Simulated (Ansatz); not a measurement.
Runs of Ansatz 0.2.0 on HfMoC2. It takes space group P4/mmm (No. 123, tetragonal). The conventional cell has a = 3.191 Å, b = 3.191 Å, c = 4.485 Å, α = 90.00°, β = 90.00°, γ = 90.00°. Hf (site symmetry 4/mmm) has 6 C at 2.24 to 2.26 Å as nearest neighbours. Mo (site symmetry 4/mmm) has 6 C at 2.24 to 2.26 Å as nearest neighbours. Around C (site symmetry 4/mmm) lie 2 Mo at 2.24 Å and 4 Hf at 2.26 Å. Around C (site symmetry 4/mmm) lie 2 Hf at 2.24 Å and 4 Mo at 2.26 Å. The cell comes from a database or a generator and needn't be the stable form of this composition.

```csv
task,level,cutoff (eV),points for each segment of the path,gap on the mesh (eV),pressure (GPa),V0 of scaled cells (Å³/atom),B0 (GPa)
band structure,r2SCAN,500,14,none,-3.1,-,-
equation of state,r2SCAN,500,-,-,-,(b),(c)
equation of state,LDA,420,-,-,-,(a),312
equation of state,PBE,420,-,-,-,11.37,277
band structure,PBE,420,14,none,-1.3,-,-
```

Alike in all rows: potentials or basis Ansatz PAW; no spin polarisation; cell as given; k mesh 8 × 8 × 6; smearing fermi-dirac 0.05 eV.

Question: Estimate the missing entries.

Answer: (a) 10.85; (b) 11.30; (c) 289.

Caveats: the cell was scaled at fixed shape and fractional positions, which overstates the stiffness of a crystal with free parameters, most of all of layers and chains (some runs); spin-orbit coupling is left out, which moves the levels of the heavy elements (some runs); the PAW data sets come from PBE, with cores solved anew for the run's functional, which leaves a small shift of forces and pressure (some runs); the PAW data sets were made with another functional, which shifts forces and pressure a little (some runs).

A k mesh can miss the band edges, and the runs leave out spin-orbit coupling on Hf, Mo.

A gap of «none» marks a metal or a gap under the smearing width.
